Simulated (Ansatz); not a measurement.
# Ti6O: the cost of one run

Program: Ansatz 0.2.0. Level of theory: DFT PBEsol, scalar-relativistic, plane waves, PAW. These are calculated values, not measurements.

1 further run of the same task is left out (set aside as unsound or not needed).

## 1. The structure to begin with

Symmetry: P-31m, No. 162, trigonal system. Conventional cell: a = 5.052 Å, b = 5.052 Å, c = 4.690 Å, α = 90.00°, β = 90.00°, γ = 120.00°. Ti (site symmetry m) has 1 O at 2.07 Å as nearest neighbours. Around O (site symmetry -3m) lie 6 Ti at 2.07 Å.

As a file:

```cif
data_structure
_symmetry_space_group_name_H-M 'P 1'
_symmetry_Int_Tables_number 1
_cell_length_a 5.0524
_cell_length_b 5.0524
_cell_length_c 4.6905
_cell_angle_alpha 90.000
_cell_angle_beta 90.000
_cell_angle_gamma 120.000
_cell_volume 103.69
loop_
_atom_site_label
_atom_site_type_symbol
_atom_site_fract_x
_atom_site_fract_y
_atom_site_fract_z
_atom_site_occupancy
Ti1 Ti 0.33133 0.00000 0.25948 1
Ti2 Ti 0.00000 0.33133 0.25948 1
Ti3 Ti 0.66867 0.66867 0.25948 1
Ti4 Ti 0.00000 0.66867 0.74052 1
Ti5 Ti 0.66867 0.00000 0.74052 1
Ti6 Ti 0.33133 0.33133 0.74052 1
O1 O 0.00000 0.00000 0.00000 1
```

It is the result of an earlier relaxation at this level (volume 14.81 Å³/atom; gap on the mesh: none (metal)).

## 2. Bands, states and charges

The input, input.yaml:

```yaml
crystal:
  lattice:
    - [5.0524250412, 0.0, 0.0]
    - [-2.5262125206, 4.3755284364, 0.0]
    - [0.0, 0.0, 4.690454422]
  atoms:
    - { symbol: Ti, position: [0.3313261789, 0.0, 0.2594789716] }
    - { symbol: Ti, position: [0.0, 0.3313261789, 0.2594789716] }
    - { symbol: Ti, position: [0.6686738211, 0.6686738211, 0.2594789716] }
    - { symbol: Ti, position: [0.0, 0.6686738211, 0.7405210284] }
    - { symbol: Ti, position: [0.6686738211, 0.0, 0.7405210284] }
    - { symbol: Ti, position: [0.3313261789, 0.3313261789, 0.7405210284] }
    - { symbol: O, position: [0.0, 0.0, 0.0] }
basis:
  ecutwfc: 420
kpoints:
  mp_grid: { grid: [12, 12, 8] }
  band_path:
    path:
      - [[0.0, 0.0, 0.0], [0.5, 0.0, 0.0], [0.33333333, 0.33333333, 0.0], [0.0, 0.0, 0.0], [0.0, 0.0, 0.5], [0.5, 0.0, 0.5], [0.33333333, 0.33333333, 0.5], [0.0, 0.0, 0.5]]
      - [[0.5, 0.0, 0.5], [0.5, 0.0, 0.0]]
      - [[0.33333333, 0.33333333, 0.5], [0.33333333, 0.33333333, 0.0], [0.33333333, 0.33333333, -0.5]]
    npoints: 14
hamiltonian:
  xc: pbesol
scf:
  occupations: { method: gaussian, width: 0.1 }
  n_extra_bands: 17
output:
  forces: true
  stress: true
  eigenvalues: true
  populations: true
  dos: { projected: true, de: 0.02, nscf_kmesh: { grid: [18, 18, 12] } }
  bader: true
  write_density: true
  write_potential: true
  elf: true
  volumetric_format: npy
```

Command:

```console
$ ansatz run input.yaml --threads 2 --pin off --max-ram 5120MiB --backend cpu --events-out ev --progress --plain --runs-dir out
```

What time and memory should one allow on 2 threads of Intel Xeon at 2.50GHz (Skylake/Cascade Lake), shared host?

About 4 min, with a peak of 1.4 GiB.
